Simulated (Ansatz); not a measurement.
Crystal: Ti3Ag.

```
Ag Ti
1.0
     4.09881    0.00000    0.00000
     0.00000    4.09881    0.00000
     0.00000    0.00000    4.09881
Ag Ti
1 3
Cartesian
  0.0000 0.0000 0.0000
  0.0000 2.0494 2.0494
  2.0494 0.0000 2.0494
  2.0494 2.0494 0.0000
```

The cell comes from a database or a generator and needn't be the stable form of this composition.

Base run:

- Program: Ansatz 0.2.0
- Functional: PBEsol
- Potentials or basis: all-electron LAPW, scalar-relativistic
- Cutoff: 211 eV
- Density cutoff: 844 eV
- Basis error allowed: 0.002 eV/atom
- k mesh: 7 × 7 × 7
- Occupations: fermi-dirac, width 0.05 eV
- Spin: no spin polarisation

Its results: pressure -5.2 GPa.

Question: The run is repeated on the same cell with these changes: functional from PBEsol to LDA. What comes out?

Answer: Pressure -9.5 GPa.

LDA binds more tightly than PBEsol, so the same cell stands under less pressure.

Not every run made on this cell is shown here.
